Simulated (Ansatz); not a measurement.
# AlGaH (quartet): the correlation ladder at distance Al1–H3 = 1.390 Å, 6-31G

Aim: climb from Hartree-Fock through coupled cluster and multireference methods for AlGaH (quartet) at one geometry and basis, and see what each rung misses.

Program: Ansatz 0.2.0, Gaussian basis. Level of theory: 6-31G, core rule «outside noble gas», up to 19 orbitals frozen. These are calculated values, not measurements.

The runs, in order: UHF; CCSD(T) on ROHF; CCSD(T) on UHF; BCCD(T) on ROHF; CISD; CCSDT(Q) on ROHF; CCSDT(Q) on UHF; CASSCF and MRCISD+Q, 5 electrons in 5 orbitals; CASSCF and NEVPT2, 5 electrons in 5 orbitals; CASSCF and MRCISD+Q, 7 electrons in 9 orbitals; CASSCF and NEVPT2, 7 electrons in 9 orbitals; Full CI.

32 further runs of the same task are left out: 25 that didn't finish, 7 set aside as unsound or not needed.

## 1. What is computed

The geometry derives from a PBE0/def2-TZVP stationary point (not a proven minimum). One bond is set to the value named and the two fragments are kept rigid. No spin-orbit coupling is included. The filled d shell of Ga may be among the frozen orbitals whatever the setting's name suggests; the logs give the count.

3 atoms, charge 0, spin multiplicity 4.

Atoms are counted from 1 here; the program's logs count them from 0.

Bond lengths: Al1–Ga2 2.344 Å, Al1–H3 1.390 Å. Angles: Ga2–Al1–H3 180.0°.

## 2. UHF

The input, in.yaml:

```yaml
crystal:
  periodic: [false, false, false]
  atoms:
    - {symbol: Al, position_ang: [0.000000, 0.000000, 0.317867]}
    - {symbol: Ga, position_ang: [0.000000, 0.000000, -2.025733]}
    - {symbol: H, position_ang: [0.000000, 0.000000, 1.707867]}
basis:
  gaussian: {orbitals: 6-31G}
magnetization: {spin_polarized: true, initial_magnetization: 3}
hamiltonian: {xc: hf}
output: {orbitals: {seedname: orbitals}}
```

The run is started by

```
> ansatz run in.yaml --threads 1 --pin off --events-out ev --progress --plain --max-ram 2393MiB
```

After this run come: CCSD(T) on ROHF; CCSD(T) on UHF; BCCD(T) on ROHF; CISD; CCSDT(Q) on ROHF; CCSDT(Q) on UHF; CASSCF and MRCISD+Q, 5 electrons in 5 orbitals; CASSCF and NEVPT2, 5 electrons in 5 orbitals; CASSCF and MRCISD+Q, 7 electrons in 9 orbitals; CASSCF and NEVPT2, 7 electrons in 9 orbitals; Full CI.

**Question.** What will the summary of the whole plan be? Wanted: FCI below the RHF energy; RMP2 from FCI; UMP2 from FCI; RCCSD from FCI; RCCSD(T) from FCI; UCCSD(T) from FCI; RCCSDT(Q) from FCI; UCCSDT(Q) from FCI; NEVPT2 pair from FCI.

The runs gave:

| quantity | value |
| --- | --- |
| FCI below the RHF energy | -1.9782 eV |
| RMP2 from FCI | +604.6 meV |
| UMP2 from FCI | +600.5 meV |
| RCCSD from FCI | +72.5 meV |
| RCCSD(T) from FCI | +24.8 meV |
| UCCSD(T) from FCI | +18.5 meV |
| RCCSDT(Q) from FCI | +1.7 meV |
| UCCSDT(Q) from FCI | -3.8 meV |
| NEVPT2 pair from FCI | +576.4 meV |
| MRCISD+Q pair from FCI | +10.0 meV |
| NEVPT2 valence from FCI | +152.2 meV |
| levels within 1 kcal/mol (43 meV) | RCCSD(T), UCCSD(T), BCCD(T), RCCSDT, UCCSDT, RCCSDT(Q), UCCSDT(Q), MRCISD+Q pair, MRCISD valence, MRCISD+Q valence |
| T1 diagnostic | 0.033 |
| effectively unpaired electrons | 3.04 |

What this shows: RCCSD(T) lands +24.8 meV from the yardstick (1.3 % of the correlation energy). UCCSDT(Q) falls below full CI: unrestricted runs freeze a spin-polarised core, another one than full CI's, and coupled cluster isn't variational. One determinant dominates. Of the multireference levels listed MRCISD+Q valence comes nearest in total energy (+3.1 meV), which doesn't show that its space is the better one. These misses are within one basis, not against nature; the frozen cores of restricted and unrestricted runs differ, which can shift their rows.
